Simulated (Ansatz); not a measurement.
The system is BiTe.

```
Bi Te
1.0
     0.00000    3.23500    3.23500
     3.23500    0.00000    3.23500
     3.23500    3.23500    0.00000
Bi Te
1 1
Direct
  0.00000 0.00000 0.00000
  0.50000 0.50000 0.50000
```

Base run:

| Item | Value |
| --- | --- |
| Program | Ansatz 0.2.0 |
| Functional | LDA |
| Potentials or basis | all-electron LAPW, scalar-relativistic |
| Cutoff | 177 eV (chosen from the basis error) |
| Basis error allowed | 0.001 eV/atom |
| k mesh | 7 × 7 × 7 |
| Occupations | fermi-dirac, width 0.05 eV |
| Spin | no spin polarisation |

Its results: pressure -2.6 GPa.

Question: The run is repeated on the same cell with these changes: functional from LDA to PBEsol. What comes out?

Answer: Pressure -1.5 GPa.

PBEsol binds less tightly than LDA, so the same cell stands under more pressure.
